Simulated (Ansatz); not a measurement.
# SnNH4F (SMILES [NH2][SnH2][F]): PBE/def2-SVP (core potential)

Aim: the vertical ionisation energy of SnNH4F at PBE/def2-SVP (core potential), from 2 runs. 

Program for the calculation: Ansatz 0.2.0.

59 further runs of the same task are left out: 1 that didn't finish, 58 set aside as unsound or not needed.

### 1 The molecule

The species is SnNH4F (7 atoms), meant as a singlet with charge 0. SMILES: `[NH2][SnH2][F]`. Geometry: relaxed at PBE0-D4/def2-TZVP. This is one conformer, not always the lowest.

Bond lengths: N1–Sn2 1.995 Å, Sn2–F3 1.926 Å, N1–H4 1.008 Å, N1–H5 1.008 Å, Sn2–H6 1.699 Å, Sn2–H7 1.699 Å. Angles: N1–Sn2–F3 105.2°, N1–Sn2–H6 111.6°, N1–Sn2–H7 111.8°, F3–Sn2–H6 103.8°, F3–Sn2–H7 103.8°, Sn2–N1–H4 117.7°, Sn2–N1–H5 117.8°, H6–Sn2–H7 119.0°, H4–N1–H5 110.3°.

### 2 A single-point energy at PBE/def2-SVP (core potential)

in.yaml reads:

```yaml
crystal:
  periodic: [false, false, false]
  atoms:
    - {symbol: "N", position_ang: [-0.824600, 0.088300, -0.943000]}
    - {symbol: Sn, position_ang: [0.497700, -0.065100, 0.542900]}
    - {symbol: F, position_ang: [0.233900, -1.827500, 1.272400]}
    - {symbol: H, position_ang: [-1.584200, 0.741400, -0.829600]}
    - {symbol: H, position_ang: [-0.469500, 0.125500, -1.885700]}
    - {symbol: H, position_ang: [0.113100, 0.971100, 1.833800]}
    - {symbol: H, position_ang: [2.094900, -0.101800, -0.036600]}
basis:
  gaussian:
    orbitals: def2-SVP
hamiltonian:
  xc: {name: PBE}
accuracy: high
output: {orbitals: {seedname: orbitals}}
```

Command:

```sh
$ ansatz run in.yaml --threads 1 --pin off --max-ram 3480MiB --events-out events.jsonl --progress --plain --runs-dir runs
```

Standard output:

```text
Warning: RAYON_NUM_THREADS=1 ignored (pool sized by the plan → 1); use --threads N
Functional definition: PBE
  name "PBE"
  parameter kappa = 0.804
  parameter beta = 0.06672455060314922
  exchange = pbe_x(kappa = kappa, mu = beta*pi^2/3)
  correlation = pbe_c(beta = beta)
1764 factors; integrals over basis functions are off by at most 2.9e-9 eV
mean field evaluation 1: about -10085.3738 eV, gradient 7.2e1 eV
mean field evaluation 2: about -10016.9500 eV, gradient 1.7e2 eV
mean field evaluation 4: about -10095.4513 eV, gradient 6.4e0 eV
mean field evaluation 8: about -10095.5646 eV, gradient 7.5e-1 eV
mean field evaluation 16: about -10095.5659 eV, gradient 2.2e-5 eV
mean field -10095.56590244 eV, -371.0052038943 hartree, gradient 3.7e-8 eV, S^2 0.000000; 0 other end points of the search recorded, 0 dependent functions left out
reference -10095.56590628 eV, -371.0052040353 hartree; 21, 21 occupied and 53, 53 virtual orbitals, 1764 factors
Total energy: -10095.56590628 eV, -371.0052040353 hartree
```

Run time: 4.2 s. Hardware: 1 thread of Intel Xeon Platinum 8488C (Sapphire Rapids), shared host; peak memory 0.21 GiB.

### 3 The doublet cation, same level

Edit in.yaml of step 2 so:

```diff
@@ -3,3 +3,3 @@
   atoms:
-    - {symbol: "N", position_ang: [-0.824600, 0.088300, -0.943000]}
+    - {symbol: N, position_ang: [-0.824600, 0.088300, -0.943000]}
     - {symbol: Sn, position_ang: [0.497700, -0.065100, 0.542900]}
@@ -11,6 +11,6 @@
 basis:
-  gaussian:
-    orbitals: def2-SVP
-hamiltonian:
-  xc: {name: PBE}
+  gaussian: {orbitals: def2-SVP}
+total_charge: 1
+magnetization: {spin_polarized: true, initial_magnetization: 1}
+hamiltonian: {xc: pbe}
 accuracy: high
```

Command:

```sh
$ ansatz run in.yaml --threads 1 --pin off --max-ram 3480MiB --events-out events.jsonl --progress --plain --runs-dir runs
```

Standard output:

```text
Warning: RAYON_NUM_THREADS=1 ignored (pool sized by the plan → 1); use --threads N
Functional definition: PBE
  name "PBE"
  parameter kappa = 0.804
  parameter beta = 0.06672455060314922
  exchange = pbe_x(kappa = kappa, mu = beta*pi^2/3)
  correlation = pbe_c(beta = beta)
1765 factors; integrals over basis functions are off by at most 2.9e-9 eV
mean field evaluation 1: about -10057.9813 eV, gradient 8.1e1 eV
mean field evaluation 2: about -9753.2521 eV, gradient 2.1e2 eV
mean field evaluation 4: about -10063.4225 eV, gradient 7.1e1 eV
mean field evaluation 8: about -10085.6636 eV, gradient 5.5e0 eV
mean field evaluation 16: about -10081.1525 eV, gradient 2.6e1 eV
mean field evaluation 32: about -10085.8712 eV, gradient 1.5e-4 eV
mean field evaluation 64: about -10085.1359 eV, gradient 4.9e0 eV
mean field -10085.87116585 eV, -370.6489288961 hartree, gradient 4.4e-8 eV, S^2 0.753682; 8 other end points of the search recorded, 0 dependent functions left out
reference -10085.87116965 eV, -370.6489290357 hartree; 21, 20 occupied and 53, 54 virtual orbitals, 1765 factors
Total energy: -10085.87116965 eV, -370.6489290357 hartree
```

Wall time 17 s (1 thread of Intel Xeon Platinum 8488C (Sapphire Rapids), shared host); peak memory 0.26 GiB.

### 4 Results

At PBE/def2-SVP (core potential):

```
                                          quantity          value
                      singlet SnNH4F: total energy  -371.00520 Eh
                       singlet SnNH4F: HOMO energy       -5.91 eV
                       singlet SnNH4F: LUMO energy       -0.71 eV
                     singlet SnNH4F: HOMO–LUMO gap        5.20 eV
                      doublet cation: total energy  -370.64893 Eh
doublet cation: HOMO energy (highest over α and β)      -13.20 eV
                              doublet cation: ⟨S²⟩          0.754
vertical ionisation energy (to the doublet cation)       9.695 eV
```

In words: Removing an electron at fixed nuclei costs 9.69 eV (224 kcal/mol). −ε(HOMO) before ionisation, 5.91 eV, is 3.78 eV below this ionisation energy.
